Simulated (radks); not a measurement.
# Dy inside a hard spherical wall

An exercise on one series of results from a longer session: the logs are not shown, and one member is left open.

The numbers are computed with radks (a radial shooting solver on a logarithmic mesh, Libxc functionals) version 1 (scalar-relativistic Kohn-Sham, PBE, spin-unpolarised, spherical densities, finite nucleus), except any that are marked as measured or tabulated.

## What is computed

```
element            : dysprosium (Z = 66)
charge             : 0
electrons          : 66
configuration      : [Xe] 4f10 6s2
nuclear rms radius : 5.2218 fm
```

Outer shells as boxes (Hund's rule):

Dy
```
[Xe] core
4f [↑↓][↑↓][↑↓][↑ ][↑ ][↑ ][↑ ]
6s [↑↓]
```

Set-up of the first run:

Settings of this run:

```text
Z 66
configuration [Xe] 4f10 6s2 5d0 6p0 7s0
relativity scalar-relativistic
functional pbe,pbe
spin unpolarised
nucleus finite rms 5.2218 fm
c 137.035999084
```

Among the steps run: The free atom; Wall at 12 bohr; Wall at 8 bohr; Wall at 7 bohr; Wall at 6 bohr; Wall at 5 bohr; Wall at 4 bohr; Wall at 3 bohr; Wall at 1.5 bohr.

One table of the session follows, with a row left open; its other results are not shown here.

```
R (bohr)  E − E(free) (eV)  ε(4f) (eV)  ε(5d, empty) (eV)  ε(6p, empty) (eV)  ε(7s, empty) (eV)
    free             0.000      -3.113             -1.173             -1.160                  -
      12             0.010      -3.079             -1.133             -1.051              1.142
       8             0.464      -2.453             -0.502              0.121              6.195
       7                 ?           ?                  ?                  ?                  ?
       6             2.981      -0.852              1.201              3.540             17.017
       5             7.894       0.988              3.329              8.474             30.706
       4            23.491       4.932              8.103             20.715             61.215
       3            91.178      16.504             22.456             58.587             144.56
     1.5            1883.4      137.32             229.06             539.44             1028.5
```

**Question.** Estimate the row for R (bohr) = 7.

Worked estimate for «E − E(free) (eV)». A straight line through the neighbours (8, 0.464) and (6, 2.981) gives 0.464 + (2.981 − 0.464) × (7 − 8) / (6 − 8) = 1.722; a parabola fitted to 4 rows on both sides gives 1.644.

The run gave: E − E(free) (eV): 1.173; ε(4f) (eV): -1.870; ε(5d, empty) (eV): 0.098; ε(6p, empty) (eV): 1.260; ε(7s, empty) (eV): 10.047. In «E − E(free) (eV)» the line misses by +0.549 and the parabola by +0.471.

From R = 5 bohr inwards the highest occupied level lies above zero, pushed up by confinement. Shells are not refilled when levels cross, and a hard wall is a model, not a crystal.
